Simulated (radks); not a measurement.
# Te in [Kr] 4d10 5s2 5p4: an all-electron calculation

One table from this session's results is given with a row withheld; the runs are named, their logs left out.

Program: radks (a radial shooting solver on a logarithmic mesh, Libxc functionals) version 1. Level of theory: Dirac Kohn-Sham, LDA (Slater exchange, Perdew-Wang correlation), spin-unpolarised, spherical densities, finite nucleus; open shells fill j = l - 1/2 first. These are calculated values, not measurements, unless marked.

## The system

| Item | Value |
| --- | --- |
| element | tellurium (Z = 52) |
| charge | 0 |
| electrons | 52 |
| configuration | [Kr] 4d10 5s2 5p4 |
| nuclear rms radius | 4.7423 fm |

The first run:

The run's settings:

```text
Z 52
configuration [Kr] 4d10 5s2 5p4
relativity Dirac
functional lda,pw
spin unpolarised
j_filling energy
nucleus finite rms 4.7423 fm
c 137.035999084
```

One table of the session follows, with a row left open; its other results are not shown here.

It belongs to the step «Shells». Radial moments (bohr):

| level | <r> | outermost maximum (interpolated) | 90 % within | nodes |
| --- | --- | --- | --- | --- |
| 1s1/2 | 0.02784 | 0.0180 | 0.0500 | 0 |
| 2s1/2 | 0.1195 | 0.102 | 0.185 | 1 |
| 2p1/2 | 0.1009 | 0.0780 | 0.165 | 0 |
| 2p3/2 | 0.1064 | 0.0827 | 0.173 | 0 |
| 3s1/2 | 0.3224 | 0.293 | 0.474 | 2 |
| 3p1/2 | 0.3126 | 0.279 | 0.470 | 1 |
| 3p3/2 | 0.3241 | 0.290 | 0.487 | 1 |
| 3d3/2 | 0.2949 | 0.236 | 0.464 | 0 |
| 3d5/2 | 0.2985 | 0.239 | 0.469 | 0 |
| 4s1/2 | ? | ? | ? | ? |
| 4p1/2 | 0.8015 | 0.721 | 1.18 | 2 |
| 4p3/2 | 0.8307 | 0.746 | 1.22 | 2 |
| 4d3/2 | 0.9662 | 0.806 | 1.48 | 1 |
| 4d5/2 | 0.9788 | 0.815 | 1.50 | 1 |
| 5s1/2 | 2.080 | 1.79 | 3.06 | 4 |
| 5p1/2 | 2.580 | 2.09 | 3.92 | 3 |
| 5p3/2 | 2.716 | 2.19 | 4.14 | 3 |

**Question.** Estimate the row for 4s1/2.

As computed: <r>: 0.7647; outermost maximum (interpolated): 0.701; 90 % within: 1.11; nodes: 3. In the column «<r>» it lies between 3p3/2 (0.3241) and 4p1/2 (0.8015).

Limits of these values: Spin polarisation and multiplet splitting are left out.
